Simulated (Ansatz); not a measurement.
What does this script print? It uses Ansatz 0.2.0, Python API.

Script `methods_chclfgen.py`:
```python
from pathlib import Path

import ansatz as az
from ase import Atoms
import numpy as np

atoms = Atoms(["N", "C", "Ge", "F", "Cl", "H"], positions=[
    (-1.047, -2.3367, 0.0623),
    (-0.5879, -1.2567, 0.0609),
    (0.2197, 0.4468, 0.0661),
    (2.036, 0.27, -0.2796),
    (-0.661, 1.7073, -1.434),
    (0.0822, 1.1053, 1.4781),
])
mol = az.Crystal.molecule_from_ase(atoms)

model = mol.calculation().basis(gaussian="def2-SVP")

print("functional    E (Ha)        dipole (D)   HOMO (eV)  LUMO (eV)")
for name in ["revpbe", "pbe", "r2scan", "blyp", "lc_wpbe"]:
    report = model.functional(name).forces().orbitals().run(threads=1, backend="cpu", runs_dir="runs").report
    lines = Path(report["orbitals_path"]).read_text().splitlines()
    field_of = lambda key: [line.split("=")[1].strip() for line in lines if line.startswith(key)]
    orbitals = [(27.211386 * float(e), s, float(n)) for e, s, n in zip(field_of("Ene="), field_of("Spin="), field_of("Occup="))]
    homo = max(e for e, _, n in orbitals if n > 0.5)
    lumo = min(e for e, _, n in orbitals if n < 0.5)
    dipole = 4.803205 * np.linalg.norm(report["charge_distribution"]["dipole_moment_e_ang"])
    print(f"{name:10s} {report['free_energy_ev'] / 27.211386246:14.6f} {dipole:9.3f} {homo:11.3f} {lumo:10.3f}")
```

Output of `python methods_chclfgen.py`:
```text
functional    E (Ha)        dipole (D)   HOMO (eV)  LUMO (eV)
revpbe       -2729.695493     2.305      -8.370     -2.847
pbe          -2729.290682     2.333      -8.396     -2.941
r2scan       -2729.865977     2.443      -8.886     -2.845
blyp         -2730.018994     2.330      -8.176     -2.769
lc_wpbe      -2729.466511     2.487     -12.777      0.307
```

Notes:
- Total energies depend on the basis set; only differences at equal settings carry meaning.
- The geometry is a force-field or estimated start, not a minimum of this method, and the basis set is short of its limit. A lower total doesn't mark the better method: functionals have no common bound, and MP2 and coupled cluster aren't variational.
- Levels such as HOMO and LUMO are orbital energies: with these approximate functionals they aren't the ionisation energy and electron affinity, and their gap isn't the fundamental gap.
- Run time: 29 s on 1 thread of Arm Neoverse N1, with other jobs on the host, peak memory 0.25 GiB.
